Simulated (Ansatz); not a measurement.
What does this script print? It uses the Ansatz DFT code, driven from Python.

`bde_ch5alo.py`:
```python
'''Cost of removing each kind of hydrogen from CH5AlO, fragments frozen.'''

import ansatz as az


def total_energy(molecule, charge=0, unpaired=0):
    calc = molecule.calculation().basis(gaussian='def2-TZVPP').functional('pbe0', dispersion='d3bj')
    if charge:
        calc = calc.charge(charge)
    if unpaired:
        calc = calc.spin('collinear', total=unpaired)
    return calc.run(threads=1, backend='cpu').report['free_energy_ev']

GEOMETRY = '''
O    -1.14120    0.76590   -0.79010
C    -0.27460    0.69740    0.24750
Al    0.88940   -0.87760   -0.04630
H    -1.80680    0.12640   -0.64940
H    -0.79550    0.60180    1.20670
H     0.36150    1.62710    0.27150
H     0.32260   -2.34380   -0.10520
H     2.53660   -0.65420   -0.19060
'''

def without(molecule, index):
    rest = az.Crystal.molecule()
    for i, site in enumerate(molecule.cartesian_sites):
        if i != index:
            rest = rest.atom(site.symbol, site.position_ang)
    return rest

mol = az.Crystal.molecule()
for line in GEOMETRY.strip().splitlines():
    symbol, *xyz = line.split()
    mol = mol.atom(symbol, [float(v) for v in xyz])

whole = total_energy(mol, 0)
hydrogen = total_energy(az.Crystal.molecule().atom('H', (0, 0, 0)), 0, 1)
print(f'E(molecule) = {whole:.5f} eV, E(H) = {hydrogen:.5f} eV')
for index in [3, 5, 7]:
    radical = total_energy(without(mol, index), 0, 1)
    print(f'H{index}: homolysis {96.485332 * (radical + hydrogen - whole):.1f} kJ/mol')
    anion = total_energy(without(mol, index), -1)
    print(f'H{index}: loss of a proton {96.485332 * (anion - whole):.1f} kJ/mol')
```

```console
$ python bde_ch5alo.py
E(molecule) = -9755.99018 eV, E(H) = -13.63389 eV
H3: homolysis 368.4 kJ/mol
H3: loss of a proton 1576.2 kJ/mol
H5: homolysis 432.9 kJ/mol
H5: loss of a proton 1736.2 kJ/mol
H7: homolysis 340.3 kJ/mol
H7: loss of a proton 1645.5 kJ/mol
```

Total energies depend on the basis set; only differences at equal settings carry meaning. The geometry is a force-field or estimated start, not a minimum of this method, and the basis set is short of its limit. All parts are taken at fixed geometry, without zero-point energy. Anions want diffuse functions, which this basis lacks. It ran for 31 s on 1 thread of Arm Neoverse V2, on a shared host, peak memory 0.38 GiB.

(Lines on the test bed's own set-up are left out of the output.)
